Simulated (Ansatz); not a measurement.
Below is the output of a Python script on Ansatz 0.2.0, Python API that makes a geometry optimisation of C3H8Te, SMILES CCC[TeH]. Write a script that gives it. Use: B3LYP, def2-SVP basis, multiplicity 1, D4 dispersion.

The script reads `c3h8te.xyz`:
```text
12

C     0.11470    1.61440   -0.22180
C    -0.11000    0.39060    0.59920
C    -0.01140   -0.85720   -0.27790
Te   -0.15280   -2.60570    0.93890
H    -0.02940    2.54400    0.40290
H    -0.71370    1.72650   -1.02450
H     1.09750    1.67730   -0.70410
H    -1.06890    0.42650    1.07560
H     0.67310    0.39090    1.43820
H     1.02650   -0.89480   -0.71690
H    -0.76860   -0.86020   -1.03420
H     0.01990   -3.60760   -0.44140
```

Running `python run_opt.py` prints:
```text
converged              True
free_energy_ev         -10535.134381251517
reference_energy_ev    -10534.749655397141
n_frozen               0
n_occupied             [25, 25]
n_virtual              [83, 83]
bond        before    after (A)
C0-C1        1.4907   1.5308
C0-H4        1.1292   1.1017
C0-H5        1.1589   1.1025
C0-H6        1.0966   1.1025
C1-C2        1.5284   1.5252
C1-H7        1.0713   1.1042
C1-H8        1.1477   1.1043
C2-Te3       2.1349   2.1990
C2-H9        1.1276   1.0992
C2-H10       1.0702   1.0991
Te3-H11      1.7143   1.6723
angle C1-C0-H4: 111.15 deg
angle C1-C0-H5: 111.29 deg
angle C1-C0-H6: 111.26 deg
angle H4-C0-H5: 107.69 deg
angle H4-C0-H6: 107.68 deg
angle H5-C0-H6: 107.59 deg
angle C0-C1-C2: 112.17 deg
angle C0-C1-H7: 109.49 deg
dipole moment 1.351 D
Mulliken: [('C', -0.003), ('C', -0.02), ('C', -0.167), ('Te', 0.021), ('H', 0.017), ('H', 0.013), ('H', 0.013), ('H', 0.019), ('H', 0.019), ('H', 0.053), ('H', 0.053), ('H', -0.019)]
```

The script that was run (others could print the same):

The script, `run_opt.py`:
```python
from dataclasses import dataclass
import warnings

import ansatz as az
import numpy as np


@dataclass(frozen=True)
class Options:
    basis: str = "def2-SVP"
    xc: str = "b3lyp"
    vdw: str = "d4"


settings = Options()


def main() -> None:
    warnings.simplefilter("ignore", az.DeckWarning)

    system = az.Crystal.molecule_from_extxyz("c3h8te.xyz")

    base = (
        system.calculation()
        .basis(gaussian=settings.basis)
        .functional(settings.xc, dispersion=settings.vdw)
        .scf(lower_state_search="off")
    )
    symbols = [site.symbol for site in system.cartesian_sites]
    start = np.array([site.position_ang for site in system.cartesian_sites], dtype=float)
    rep = base.relax(force_tolerance=0.01).run(threads=1).report
    end = np.array(rep["positions_ang"])

    for key in ("converged", "free_energy_ev", "reference_energy_ev", "n_frozen", "n_occupied", "n_virtual"):
        print(f"{key:22s} {rep[key]}")

    print("bond        before    after (A)")
    for i, j in [(0, 1), (0, 4), (0, 5), (0, 6), (1, 2), (1, 7), (1, 8), (2, 3), (2, 9), (2, 10), (3, 11)]:
        d0, d1 = (np.linalg.norm(xyz[i] - xyz[j]) for xyz in (start, end))
        print(f"{symbols[i]}{i}-{symbols[j]}{j}".ljust(10), f"{d0:8.4f} {d1:8.4f}")
    for i, j, k in [(1, 0, 4), (1, 0, 5), (1, 0, 6), (4, 0, 5), (4, 0, 6), (5, 0, 6), (0, 1, 2), (0, 1, 7)]:
        u, v = end[i] - end[j], end[k] - end[j]
        print(f"angle {symbols[i]}{i}-{symbols[j]}{j}-{symbols[k]}{k}: {np.degrees(np.arccos(np.clip(u @ v / np.linalg.norm(u) / np.linalg.norm(v), -1, 1))):.2f} deg")

    charges = rep["charge_distribution"]
    print("dipole moment", round(4.803205 * float(np.linalg.norm(charges["dipole_moment_e_ang"])), 3), "D")
    print("Mulliken:", [(s, round(q, 3)) for s, q in zip(symbols, charges["mulliken_charges_e"])])
    with open("c3h8te_opt.xyz", "w") as handle:
        handle.write(f"{len(symbols)}\nrelaxed C3H8Te\n")
        handle.writelines(f"{s:2s} {x:11.6f} {y:11.6f} {z:11.6f}\n" for s, (x, y, z) in zip(symbols, end))


if __name__ == "__main__":
    main()
```

The settings weren't tested for convergence. The end point is the stationary point reached from this start; no frequency run checks that it is a minimum, and the basis set is modest. def2 sets replace the cores of elements past krypton by effective core potentials. Total less reference energy is the dispersion correction. b3lyp holds the VWN-RPA fit, as in Gaussian; the form of ORCA and Turbomole is b3lyp5. Timing: 30 s on 1 thread of Arm Neoverse V1 (shared host), peak memory 0.3 GiB.

(Lines on the test bed's own set-up are left out of the output.)
